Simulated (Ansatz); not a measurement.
**NaAs (triplet): the correlation ladder, cc-pVDZ**

Aim: climb from Hartree-Fock through coupled cluster for NaAs (triplet) at one geometry and basis, and see what each rung misses.

Program: Ansatz 0.2.0, Gaussian basis. Level of theory: cc-pVDZ, core rule «outside noble gas», up to 19 orbitals frozen. These are calculated values, not measurements.

Plan: UHF; CCSD(T) on ROHF; CCSD(T) on UHF; BCCD(T) on ROHF; CISD as a restricted active space (open shells left free, so some higher excitations enter); CCSDT(Q) on ROHF; CCSDT(Q) on UHF; CISDTQ; Full CI.

21 further runs of the same task are left out: 7 for a known fault of the program, 5 that didn't finish, 9 set aside as unsound or not needed. Runs told in other sessions of the task aren't counted.

## (1) What is computed

The geometry is a PBE0/def2-TZVP stationary point (not a proven minimum) of the parent state, kept for this charge and spin. No spin-orbit coupling is included. The filled d shell of As may be among the frozen orbitals whatever the setting's name suggests.

2 atoms, charge 0, spin multiplicity 3.

Atoms are counted from 1 here; the program's logs count them from 0.

Bond lengths: As1–Na2 2.716 Å.

## (2) UHF

Contents of in.yaml:

```yaml
crystal:
  periodic: [false, false, false]
  atoms:
    - {symbol: As, position_ang: [0.000000, 0.000000, 0.000000]}
    - {symbol: Na, position_ang: [0.000000, 0.000000, 2.716500]}
basis:
  gaussian: {orbitals: cc-pVDZ}
magnetization: {spin_polarized: true, initial_magnetization: 2}
hamiltonian: {xc: hf}
output: {orbitals: {seedname: orbitals}}
```

Run with:

```console
$ ansatz run in.yaml --threads 1 --pin off --events-out ev --progress --plain --max-ram 2393MiB
```

Further steps of the session: CCSD(T) on ROHF; CCSD(T) on UHF; BCCD(T) on ROHF; CISD as a restricted active space (open shells left free, so some higher excitations enter); CCSDT(Q) on ROHF; CCSDT(Q) on UHF; CISDTQ; Full CI.

Q: Predict the results of all the runs planned. Wanted: FCI from the RHF energy; RMP2 from FCI; UMP2 from FCI; RCCSD from FCI; RCCSD(T) from FCI; UCCSD(T) from FCI; RCCSDT(Q) from FCI; UCCSDT(Q) from FCI; T1 diagnostic.

**Answer**, as computed:

| quantity | value |
| --- | --- |
| FCI from the ROHF energy | -2.6651 eV |
| RMP2 from FCI | +555.2 meV |
| UMP2 from FCI | +542.6 meV |
| RCCSD from FCI | +93.5 meV |
| RCCSD(T) from FCI | +25.8 meV |
| UCCSD(T) from FCI | +17.8 meV |
| RCCSDT(Q) from FCI | +0.6 meV |
| UCCSDT(Q) from FCI | -7.2 meV |
| levels within 1 kcal/mol (43 meV) | RCCSD(T), UCCSD(T), BCCD(T), RCCSDT, UCCSDT, CISDTQ, RCCSDT(Q), UCCSDT(Q) |
| T1 diagnostic | 0.041 |
| effectively unpaired electrons | 2.07 |

**Reading.** RCCSD(T) misses by +25.8 meV, 1.0 % of the correlation energy. UCCSDT, UCCSDT(Q) fall below full CI: unrestricted runs freeze a spin-polarised core, another one than full CI's, and coupled cluster isn't variational. The occupations are near whole numbers, but T1 = 0.041 shows that the orbitals relax strongly. These misses are within one basis, not against nature; the frozen cores of restricted and unrestricted runs differ, which can shift their rows.

Levels on UHF freeze UHF's core orbitals, full CI those of ROHF, so the U rows can settle a little off it for that reason alone.

With open shells the CI space here admits some higher excitations, so it is larger than plain CISD.
